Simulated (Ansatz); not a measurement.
# YW: the cost of one run

Method: DFT PBE, scalar-relativistic, plane waves, PAW, in Ansatz 0.2.0.

The COD cell was measured well above room temperature, so it is larger than a cold one.

**1. The structure to begin with**

The structure is cubic, space group Fm-3m (No. 225). Conventional cell: a = 5.578 Å, b = 5.578 Å, c = 5.578 Å, α = 90.00°, β = 90.00°, γ = 90.00°. Y (site symmetry m-3m) is surrounded by 6 W at 2.79 Å. W (site symmetry m-3m) is surrounded by 6 Y at 2.79 Å.

Coordinates:

```cif
data_structure
_symmetry_space_group_name_H-M 'Fm-3m'
_symmetry_Int_Tables_number 225
_cell_length_a 5.5781
_cell_length_b 5.5781
_cell_length_c 5.5781
_cell_angle_alpha 90.000
_cell_angle_beta 90.000
_cell_angle_gamma 90.000
_cell_volume 173.57
loop_
_atom_site_label
_atom_site_type_symbol
_atom_site_symmetry_multiplicity
_atom_site_Wyckoff_symbol
_atom_site_fract_x
_atom_site_fract_y
_atom_site_fract_z
_atom_site_occupancy
Y1 Y 4 a 0.00000 0.00000 0.00000 1
W1 W 4 b 0.50000 0.00000 0.00000 1
```

This is candidate A: rock salt type (Fm-3m, No. 225).

(A quick probe on a coarse mesh, which set the mesh and smearing, is not shown.)

**3. Rough relaxation on the coarse mesh (candidate A)**

input.yaml

```yaml
crystal:
  lattice:
    - [0.0, 2.7890690715, 2.7890690715]
    - [2.7890690715, 0.0, 2.7890690715]
    - [2.7890690715, 2.7890690715, 0.0]
  atoms:
    - { symbol: "Y", position: [0.0, 0.0, 0.0] }
    - { symbol: W, position: [0.5, 0.5, 0.5] }
basis:
  ecutwfc: 420
kpoints:
  mp_grid: { grid: [6, 6, 6] }
hamiltonian:
  xc: pbe
scf:
  occupations: { method: gaussian, width: 0.1 }
  lower_state_search: "off"
output:
  forces: true
  stress: true
  eigenvalues: true
relax:
  adjacent_minimum: "off"
  f_tol: 0.04
  max_steps: 70
  cell: { stress_tol: 0.4 }
```

Launch:

```sh
> ansatz run input.yaml --threads 1 --pin off --max-ram 2560MiB --backend cpu --events-out ev --progress --plain --runs-dir out
```

**Question.** How long does this run take on 1 thread of Intel Xeon 6975P-C (Granite Rapids), shared host, and how much memory does it need?

About 2.1 s, with a peak of 0.37 GiB.
